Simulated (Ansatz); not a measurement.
**CAlF₂NO: vertical ionisation energy**

Aim: the vertical ionisation energy of CAlF₂NO, as cation minus neutral at the neutral's geometry, on several levels, and how well −ε(HOMO) stands in for it.

Program: Ansatz 0.2.0, Gaussian basis. Level of theory: unrestricted cation, the program's frozen cores in correlated methods. These are calculated values, not measurements.

Levels to be run: UKS PBE-D4/def2-TZVPP; UKS r2SCAN-D4/def2-TZVPP; UKS PBE0-D4/def2-TZVPP; UKS B3LYP-D4/def2-TZVPP; UKS wB97X-V/def2-TZVPP; UKS wB97M-V/def2-TZVPP; UKS B2PLYP/def2-TZVPP; UHF-CCSD(T)/def2-TZVPP; UHF-MP2/def2-QZVPP; extrapolation to the limit; then −ε(HOMO) from the neutral's earlier runs with LDA (SPW92), PBE-D4, revPBE-D4, BLYP-D4, r2SCAN-D4, B97M-V, PBE0-D4, B3LYP-D4, r2SCANh-D4, r2SCAN0-D4, HSE06-D4, BHLYP-D4, CAM-B3LYP-D4, LC-ωPBE, ωB97X-V, ωB97M-V.

## Step 1: The relaxed structure

An earlier PBE0-D4 in a triple-zeta def2 set relaxation fixed the geometry.

6 atoms, charge 0, spin multiplicity 1.

Atoms are counted from 1 here; the program's logs count them from 0.

Bond lengths: O1–C2 1.162 Å, C2–N3 1.196 Å, N3–Al4 1.738 Å, Al4–F5 1.631 Å, Al4–F6 1.631 Å. Angles: O1–C2–N3 180.0°, C2–N3–Al4 179.4°, N3–Al4–F5 120.5°, N3–Al4–F6 120.5°, F5–Al4–F6 119.0°.

Geometry (Å):

```
O     1.72557   -2.11491    1.03695
C     1.04188   -1.27492    0.61637
N     0.33824   -0.41017    0.18250
Al   -0.69368    0.84649   -0.43217
F    -1.19316    0.82169   -1.98436
F    -1.17675    2.06783    0.53451
```

## Step 2: Cation, UKS PBE-D4/def2-TZVPP

in.yaml reads:

```yaml
crystal:
  periodic: [false, false, false]
  atoms:
    - {symbol: O, position_ang: [1.725573, -2.114914, 1.036952]}
    - {symbol: C, position_ang: [1.041885, -1.274924, 0.616367]}
    - {symbol: N, position_ang: [0.338238, -0.410173, 0.182501]}
    - {symbol: Al, position_ang: [-0.693680, 0.846495, -0.432172]}
    - {symbol: F, position_ang: [-1.193163, 0.821691, -1.984361]}
    - {symbol: F, position_ang: [-1.176753, 2.067826, 0.534514]}
basis:
  gaussian: {orbitals: def2-TZVPP}
total_charge: 1
magnetization: {spin_polarized: true, initial_magnetization: 1}
hamiltonian: {xc: pbe, dispersion: d4}
```

Started as:

```sh
$ ansatz run in.yaml --threads 2 --pin off --events-out ev --progress --plain --max-ram 32768MiB --backend cpu
```

After this run come: Cation, UKS r2SCAN-D4/def2-TZVPP; Cation, UKS PBE0-D4/def2-TZVPP; Cation, UKS B3LYP-D4/def2-TZVPP; Cation, UKS wB97X-V/def2-TZVPP; Cation, UKS wB97M-V/def2-TZVPP; Cation, UKS B2PLYP (frozen core)/def2-TZVPP; Cation, UHF-CCSD(T)/def2-TZVPP; Cation, UHF-MP2/def2-QZVPP.

Q: Predict the results of all the runs planned. Wanted: ionisation energy, CCSD(T)/CBS; nearest functional by difference; nearest −ε(HOMO); −ε(HOMO) of PBE; T1 of the cation.

As calculated:

| quantity | value |
| --- | --- |
| ionisation energy, CCSD(T)/CBS | 11.99 eV |
| nearest functional by difference | B2PLYP (-0.13 eV) |
| nearest −ε(HOMO) | LC-ωPBE (+0.02 eV) |
| −ε(HOMO) of PBE | 7.82 eV |
| T1 of the cation | 0.028 |

**Reading.** By cation minus neutral, the functionals miss by 0.57 eV at most. The PBE orbital energy is 4.2 eV too small: a semilocal HOMO is no ionisation energy. Among orbital estimates LC-ωPBE comes nearest. Hartree-Fock falls 1.41 eV short, as the neutral has more correlation energy than the cation.
